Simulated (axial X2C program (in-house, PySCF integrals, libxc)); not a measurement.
# A two-component session on SeCu⁻: properties at the nuclei

Wanted for SeCu⁻: properties at the nuclei, at the two-component level.

The runs use an in-house X2C program for linear molecules on PySCF integrals; two-component X2C with atomic mean-field terms, Se dyall-acv3z, Cu dyall-acv3z.

All values are calculated.

## (1) Set-up

task.json reads:

```json
{"zs": [34, 29], "q": -1, "bas": ["dyall-acv3z", "dyall-acv3z"], "r0": 2.22, "levels": ["PBE0", "HF", "TPSSh", "LDA", "BP86"], "nst": 3}
```

Keys: zs atomic numbers; q charge; bas basis sets; r0 starting distance in Å; levels methods (HF also brings MP2); nst determinants followed.

Command:

```console
python soeom.py task.json out
```

The runs that follow: Expectation values, lowest determinant; Expectation values, a higher determinant; Expectation values, a higher determinant.

What does the calculation give? Wanted: lowest state; qzz Se; qzz Cu; higher state; Eeff magnitude; Ws magnitude Se; A∥/gI Se; qzz Se; higher state.

**Answer**, as computed:

```
                                  quantity                                value
                              lowest state                 Ω = 0 (closed shell)
                       qzz Se (a.u.), PBE0                                 3.84
                       qzz Cu (a.u.), PBE0                                 0.91
                              higher state   Ω = 2 (unpaired: ω = 1/2, ω = 3/2)
Eeff magnitude (GV/cm), PBE0, higher state                                 1.96
 Ws magnitude Se (kHz), PBE0, higher state                                0.241
        A∥/gI Se (MHz), PBE0, higher state                                  313
         qzz Se (a.u.), PBE0, higher state                                -1.39
                              higher state  Ω = 1 (unpaired: ω = -1/2, ω = 3/2)
Eeff magnitude (GV/cm), PBE0, higher state                                 1.75
 Ws magnitude Se (kHz), PBE0, higher state                                0.345
        A∥/gI Se (MHz), PBE0, higher state                                  351
         qzz Se (a.u.), PBE0, higher state                                -1.47
```

What this shows: The expectation values come from single determinants. Eeff is the effective electric field on the electron dipole moment in this Ω state and Ws the scalar–pseudoscalar constant (defined with the proton number Z and per Ω); A∥ is the parallel hyperfine constant, which follows by multiplying with the nuclear g factor gI = μI/(I μN); qzz is the electric field gradient, eQq0 = 234.96 MHz × Q/barn × qzz. The operators were transformed with the bare-nucleus X2C matrices.
